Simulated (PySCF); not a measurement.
# CuN: from the state search to spectroscopic constants

The task here is to estimate one member of a computed series from the others.

Computed with PySCF 2.14.0. Level: Cu def2-TZVPPD, N def2-TZVPPD, no relativity.

Set-up of the first run:

The job is set up so:

```json
{"atoms": "Cu, N", "charge": "0", "basis": "Cu def2-TZVPPD, N def2-TZVPPD", "Hamiltonian": "no relativity", "basis functions": "104", "electrons treated": "36", "masses in u": "62.9296, 14.0031", "levels": "PBE0, PBE, r²SCAN, r²SCAN0, M06, revPBE, TPSSh, PW91, CAM-B3LYP, HF, MP2, SCS-MP2", "grid": "80 radial by 434 angular points", "occupations": "held fixed by the projection of orbital angular momentum", "dissociation limit": "Cu + N, each in its ground configuration", "starting distance in angstrom": "1.790", "values of 2S to try": "0, 2, 4, 6"}
```

Run with:

```console
$ OMP_NUM_THREADS=2 python dia.py task.json out
```

Among the steps run: Set-up; PBE0 along the bond; Excited determinants; PBE; r²SCAN (meta-GGA); r²SCAN0 (hybrid meta-GGA); M06 (hybrid meta-GGA); revPBE; TPSSh (hybrid meta-GGA); PW91 (GGA); CAM-B3LYP; ROHF.

One of the session's tables, all rows but one given; the rest of the session is left out.

It belongs to the step «The curves together». Energy (eV) from each level's lowest point:

| R (Å) | ROHF | ROHF-MP2 | ROHF-SCS-MP2 | PBE | revPBE |
| --- | --- | --- | --- | --- | --- |
| 1.560 | 1.542 | 0.541 | 0.685 | 0.509 | 0.566 |
| 1.633 | 0.894 | 0.210 | 0.304 | 0.182 | 0.217 |
| 1.705 | 0.465 | 0.046 | 0.097 | 0.032 | 0.046 |
| 1.760 | 0.254 | 0.000 | 0.022 | 0.000 | 0.000 |
| 1.814 | 0.116 | 0.003 | 0.000 | 0.018 | 0.004 |
| 1.868 | ? | ? | ? | ? | ? |
| 1.941 | 0.000 | 0.137 | 0.086 | 0.181 | 0.140 |
| 2.032 | 0.038 | 0.303 | 0.223 | 0.356 | 0.297 |
| 2.140 | 0.164 | 0.542 | 0.433 | 0.593 | 0.515 |
| 2.286 | 0.414 | 0.891 | 0.751 | 0.913 | 0.813 |

Q: Estimate the row for R (Å) = 1.868 from the others.

Worked estimate for «ROHF». A straight line through the neighbours (1.814, 0.116) and (1.941, 0.000) gives 0.116 + (0.000 − 0.116) × (1.868 − 1.814) / (1.941 − 1.814) = 0.067; a parabola fitted to 4 rows on both sides gives 0.041.

**Answer.** ROHF: 0.036; ROHF-MP2: 0.042; ROHF-SCS-MP2: 0.017; PBE: 0.071; revPBE: 0.045. In «ROHF» the line misses by +0.031 and the parabola by +0.005.
